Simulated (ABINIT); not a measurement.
InPt:

```xyz
2
Lattice="1.5824 0.9136 4.3286 -1.5824 0.9136 4.3286 0.0000 -1.8272 4.3286" Properties=species:S:1:pos:R:3 pbc="T T T"
Pt    0.0000    0.0000    0.0000
In    0.0000    0.0000    6.4930
```

The cell comes from a database or a generator and needn't be the stable form of this composition.

```yaml
Program: ABINIT 10.8.3 (patched build)
Task: relaxation of cell and atoms
Functional: r2SCAN
Potentials_or_basis: JTH PAW PBE v2.0
Cutoff: 707 eV
k_mesh: 8 × 8 × 8
Occupations: fermi-dirac, width 0.05 eV
Spin: no spin polarisation
```

At the start: pressure -4.1 GPa; volume 18.77 Å³/atom.

Task: How do energy, volume and symmetry change on relaxing?

Result: Over 8 steps the energy falls by 7.3 meV/atom and the volume is 18.24 Å³/atom (-2.9 %); space group R-3m (No. 166, to 0.05 Å).

Step by step:
```
step  energy change (eV)  largest force (eV/Å)  pressure (GPa)  volume (Å³)
   1              0.0000                0.0000           -4.10        37.55
   2             -0.0099                0.0000           -2.40        37.08
   3             -0.0146                0.0000            0.16        36.44
   4             -0.0146                0.0000           -0.01        36.48
   5             -0.0146                0.0000            0.00        36.48
   6             -0.0146                0.0000            0.01        36.48
   7             -0.0146                0.0000            0.02        36.47
   8             -0.0146                0.0000            0.01        36.47
```

Final structure:
```
Pt In
1.0
     1.56873    0.90571    4.27825
    -1.56873    0.90571    4.27825
     0.00000   -1.81142    4.27825
Pt In
1 1
Cartesian
  0.0000 0.0000 0.0000
  0.0000 0.0000 6.4174
```

Caveat: the PAW data sets were made with another functional, which shifts forces and pressure a little.
